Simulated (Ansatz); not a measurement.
# H2OSb: the cost of one run

Program: Ansatz 0.2.0. Level of theory: RKS PBE0-D4/def2-TZVP. These are calculated values, not measurements.

### Step 1. The system as given

Bond lengths: O1–Sb2 1.794 Å, Sb2–H3 1.897 Å, Sb2–H4 1.898 Å. Angles: O1–Sb2–H3 103.3°, O1–Sb2–H4 103.2°, H3–Sb2–H4 85.5°.

As a file:

```xyz
4

O    -1.6734   -0.2665   -0.1054
Sb    0.0367   -0.2632   -0.6483
H     0.9768   -0.9171    0.8647
H     0.6598    1.4468   -0.1109
```

### Step 2. Relaxing end A

Input file input.yaml:

```yaml
crystal:
  periodic: [false, false, false]
  atoms:
    - { symbol: O, position_ang: [-1.67336, -0.26649, -0.10543] }
    - { symbol: Sb, position_ang: [0.03674, -0.26323, -0.64833] }
    - { symbol: H, position_ang: [0.97679, -0.91707, 0.86466] }
    - { symbol: H, position_ang: [0.65983, 1.44679, -0.1109] }
total_charge: -1
basis:
  gaussian: { orbitals: def2-TZVP }
hamiltonian:
  xc: pbe0
  dispersion: d4
relax:
  f_tol: 0.015
  max_steps: 40
output:
  orbitals: {}
```

Command:

```sh
$ ansatz run input.yaml --threads 1 --pin off --max-ram 2048MiB --backend cpu --events-out ev --progress --plain --runs-dir out
```

**Question.** How long does this run take on 1 thread of an Arm CPU, shared host, and how much memory does it need?

About 13 s, with a peak of 0.14 GiB.
